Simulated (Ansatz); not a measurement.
# CuAu3, space group Pm-3m: a convergence test of the plane-wave cutoff

With Ansatz 0.2.0 through its Python package.

At the Python prompt:
```pycon
>>> import csv
>>> import warnings
>>> import ansatz as az
>>> XC = "pbesol"
>>> FILLING = "fermi_dirac"
>>> warnings.simplefilter("ignore", az.DeckWarning)
>>> lattice = az.Lattice.of(
...     (3.98, 0.0, 0.0),
...     (0.0, 3.98, 0.0),
...     (0.0, 0.0, 3.98),
... )
>>> sites = [
...     ("Cu", (0.0, 0.0, 0.0)),
...     ("Au", (0.0, 0.5, 0.5)),
...     ("Au", (0.5, 0.0, 0.5)),
...     ("Au", (0.5, 0.5, 0.0)),
... ]
>>> xtal = az.Crystal(lattice=lattice)
>>> for symbol, position in sites:
...     xtal = xtal.atom(symbol, position)
...
>>> len(xtal.resolved().sites)
4
>>> base = (
...     xtal.calculation()
...     .functional(XC)
...     .kpoints(7)
...     .occupations(FILLING)
...     .forces()
...     .stress()
... )
>>> rows = []
>>> for value in [250, 350, 450, 550, 650]:
...     data = base.basis(value).run().report
...     rows.append((value, data["free_energy_ev"] / len(data["lattice"]["sites"]), data["n_iterations"], sum(data["stress_gpa"][i][i] for i in range(3)) / 3, max(abs(f) for row in data["forces_ev_ang"] for f in row), data["n_pw"]))
...
>>> with open("ecut.csv", "w", newline="") as handle:
...     writer = csv.writer(handle)
...     writer.writerow(["cutoff (eV)", "F/atom (eV)", "iterations", "P (GPa)", "max component (eV/A)", "plane waves"])
...     writer.writerows([round(v, 5) if isinstance(v, float) else v for v in row] for row in rows)
...
77
>>> # differences from the last row
>>> for row in rows[:-1]:
...     shift = 1000 * (row[1] - rows[-1][1])
...     print(f"{row[0]}: {shift:+.2f} meV/atom" + ("  (within 1 meV)" if abs(shift) < 1 else ""))
...
250: +1524.77 meV/atom
350: +8.37 meV/atom
450: +1.03 meV/atom
550: +0.14 meV/atom  (within 1 meV)
```

File `ecut.csv` afterwards:
```csv
cutoff (eV),F/atom (eV),iterations,P (GPa),max component (eV/A),plane waves
250,-11401.02101,8,4.48038,0.0,587
350,-11402.5374,7,-0.95268,0.0,925
450,-11402.54474,7,-0.89567,0.0,1357
550,-11402.54563,8,-0.90071,0.0,1839
650,-11402.54577,8,-0.90205,0.0,2373
```

From 550 eV on it stays within 1 meV an atom of the value at 650 eV; the first row (250 eV) is off by 1524.8 meV and the last but one by 0.14 meV. The energy falls steadily, as expected when plane waves are added. The pressure moves from 4.48 to -0.90 GPa (the program's stress holds a Pulay correction, so it settles early).

What to keep in mind:
- The mesh is modest for a metal, so energies can be off by several to tens of meV an atom and pressures by half a GPa or more; differences at equal mesh fare better.
- Forces vanish by symmetry here and test nothing.
- Pressure is positive in compression.
- Spin-orbit coupling, which matters for elements this heavy, is left out.
- The structure is a deposited one; some such entries were measured under pressure or heat, so a shift against it needn't be the functional's error alone.
- Shifts are counted from the last row, which is itself no proven limit.
- The script silences the warnings on its input, which a real study should read.
- Finished in 21 s on 1 thread of Arm Neoverse V1, on a shared host, peak memory 0.47 GiB.
